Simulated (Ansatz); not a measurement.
What does this script print? It uses Ansatz 0.2.0, Python API.

The script reads `c3h9bo.xyz`:
```text
14

B    -0.95080    1.90960    0.11040
C    -0.69510    0.45740    0.56750
C     0.38070   -0.19480   -0.28750
C     0.83290   -1.56800    0.28290
O    -0.01750   -0.33160   -1.62170
H    -1.82610    2.60150    0.65700
H    -0.38050    2.44490   -0.79690
H    -1.58930   -0.11630    0.48830
H    -0.37660    0.51510    1.67660
H     1.33150    0.44140   -0.20330
H    -0.14140   -2.24280    0.27800
H     1.13270   -1.48420    1.35260
H     1.51930   -2.01330   -0.33400
H     0.76730   -0.44800   -2.14100
```

The script, `c3h9bo_energy.py`:
```python
"""Single point of C3H9BO."""

from pathlib import Path

import ansatz as az

geometry = az.Crystal.molecule_from_extxyz("c3h9bo.xyz")

calc = (
    geometry.calculation()
    .basis(gaussian="def2-SVP")
    .functional("b3lyp")
    .orbitals()
)
result = calc.run(threads=1, backend="cpu", runs_dir="out")
report = result.report

print("reference energy %16.6f eV" % report["reference_energy_ev"])
print("total energy     %16.6f eV" % report["free_energy_ev"])
print("occupied orbitals outside the frozen core (up, down):", report["n_occupied"], " frozen:", report["n_frozen"], " virtual:", report["n_virtual"])

state = report["mean_field"]["state"]
print(f"mean field: {state['energy']['hartree']:.7f} Ha, <S^2> = {abs(state['spin_squared']):.4f}, stability: {state.get('stability', {}).get('kind')}")

lines = Path(report["orbitals_path"]).read_text().splitlines()
field_of = lambda key: [line.split("=")[1].strip() for line in lines if line.startswith(key)]
orbitals = [(27.211386 * float(e), s, float(n)) for e, s, n in zip(field_of("Ene="), field_of("Spin="), field_of("Occup="))]
homo = max(e for e, _, n in orbitals if n > 0.5)
lumo = min(e for e, _, n in orbitals if n < 0.5)
for e, spin, n in sorted(orbitals):
    if homo - 15 < e < lumo + 5:
        print(f"{spin:6s} {e:10.3f} eV  occupation {n:.0f}")
```

`python c3h9bo_energy.py` gives:
```text
reference energy     -5975.769933 eV
total energy         -5975.769933 eV
occupied orbitals outside the frozen core (up, down): [20, 20]  frozen: 0  virtual: [95, 95]
mean field: -219.6054945 Ha, <S^2> = 0.0000, stability: minimum
Alpha     -20.826 eV  occupation 2
Alpha     -18.687 eV  occupation 2
Alpha     -15.930 eV  occupation 2
Alpha     -14.235 eV  occupation 2
Alpha     -13.217 eV  occupation 2
Alpha     -12.088 eV  occupation 2
Alpha     -11.436 eV  occupation 2
Alpha     -11.005 eV  occupation 2
Alpha     -10.649 eV  occupation 2
Alpha     -10.053 eV  occupation 2
Alpha      -8.935 eV  occupation 2
Alpha      -8.900 eV  occupation 2
Alpha      -8.313 eV  occupation 2
Alpha      -7.253 eV  occupation 2
Alpha      -1.313 eV  occupation 0
Alpha       1.061 eV  occupation 0
Alpha       2.095 eV  occupation 0
Alpha       2.537 eV  occupation 0
Alpha       3.062 eV  occupation 0
Alpha       3.330 eV  occupation 0
```

Caveats:
- Total energies depend on the basis set; only differences at equal settings carry meaning.
- The geometry is a force-field or estimated start, not a minimum of this method, and the basis set is short of its limit.
- Alpha marks a spatial orbital of a restricted run, filled by both spins.
- b3lyp holds the VWN-RPA fit, as in Gaussian; the form of ORCA and Turbomole is b3lyp5.
- Levels such as HOMO and LUMO are orbital energies: with these approximate functionals they aren't the ionisation energy and electron affinity, and their gap isn't the fundamental gap.
- Hardware and time: 4.5 s on 1 thread of Arm Neoverse V1, on a shared host, peak memory 0.29 GiB.

(A comment or docstring line of the script was reworded after the run, the code is as it ran; lines on the test bed's own set-up are left out of the output.)
